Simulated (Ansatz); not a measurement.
**LuInCo4 (F-43m): equation of state**

Aim: the bulk modulus of LuInCo4 (F-43m) from energies at several volumes around the relaxed one, with shape and atoms relaxed at each.

Computed with Ansatz 0.2.0 (DFT LDA, scalar-relativistic, plane waves, PAW, unless a step's input says otherwise).

## 1. The system as given

Symmetry: F-43m, No. 216, cubic system. The conventional cell has a = 6.778 Å, b = 6.778 Å, c = 6.778 Å, α = 90.00°, β = 90.00°, γ = 90.00°. Lu (site symmetry -43m) is surrounded by 12 Co at 2.81 Å and 4 In at 2.94 Å. Around In (site symmetry -43m) lie 12 Co at 2.81 Å and 4 Lu at 2.94 Å. Co (site symmetry 3m) has 6 Co at 2.38 to 2.41 Å as nearest neighbours.

Structure file:

```cif
data_structure
_symmetry_space_group_name_H-M 'P 1'
_symmetry_Int_Tables_number 1
_cell_length_a 4.7928
_cell_length_b 4.7928
_cell_length_c 4.7928
_cell_angle_alpha 60.000
_cell_angle_beta 60.000
_cell_angle_gamma 60.000
_cell_volume 77.85
loop_
_atom_site_label
_atom_site_type_symbol
_atom_site_fract_x
_atom_site_fract_y
_atom_site_fract_z
_atom_site_occupancy
Lu1 Lu 0.75000 0.75000 0.75000 1
In1 In 0.00000 0.00000 0.00000 1
Co1 Co 0.37436 0.87693 0.37436 1
Co2 Co 0.37436 0.37436 0.37436 1
Co3 Co 0.87693 0.37436 0.37436 1
Co4 Co 0.37436 0.37436 0.87693 1
```

This cell comes from an earlier session at LDA: 12.975 Å³/atom at 0.00 GPa, on a 10×10×10 mesh.

Volume factors to run: 0.980, 1.020, 0.960, 1.040.

## 2. Volume × 0.980

input.yaml reads:

```yaml
crystal:
  lattice:
    - [0.0, 3.3663026565, 3.3663026565]
    - [3.3663026565, 0.0, 3.3663026565]
    - [3.3663026565, 3.3663026565, 0.0]
  atoms:
    - { symbol: Lu, position: [0.75, 0.75, 0.75] }
    - { symbol: In, position: [0.0, 0.0, 0.0] }
    - { symbol: Co, position: [0.374355017, 0.8769349489, 0.374355017], spin: 0.87 }
    - { symbol: Co, position: [0.374355017, 0.374355017, 0.374355017], spin: 0.87 }
    - { symbol: Co, position: [0.8769349489, 0.374355017, 0.374355017], spin: 0.87 }
    - { symbol: Co, position: [0.374355017, 0.374355017, 0.8769349489], spin: 0.87 }
basis:
  ecutwfc: 420
  ecutrho_ratio: 4
kpoints:
  mp_grid: { grid: [10, 10, 10] }
hamiltonian:
  xc: lda
scf:
  occupations: { method: gaussian, width: 0.05 }
output:
  forces: true
  stress: true
  eigenvalues: true
  populations: true
magnetization:
  spin_polarized: true
relax:
  f_tol: 0.01
  max_steps: 40
```

On the command line:

```console
$ ansatz run input.yaml --threads 2 --pin off --max-ram 5120MiB --backend cpu --events-out ev --progress --plain --runs-dir out
```

After this run come: Volume × 1.020; At 0.960 of the relaxed volume; Volume × 1.040.

Q: Predict the outcome of this session. Wanted: V0; B0; B0′; scatter of the fit.

**Answer**, as computed:

| quantity | value |
| --- | --- |
| V0 | 12.971 Å³/atom |
| B0 | 187 GPa |
| B0′ | 5.7 |
| scatter of the fit | 0.002 meV/atom |

The fitted minimum lies at 12.97 Å³/atom, and the bulk modulus is 187 GPa. One per cent of compression takes about 1.9 GPa. The moment on atom 3 grows from 0.76 to 0.89 μB on expansion. These are values at 0 K without zero-point motion. Spin–orbit coupling is left out, though the cell holds Lu; it splits the 4f levels.
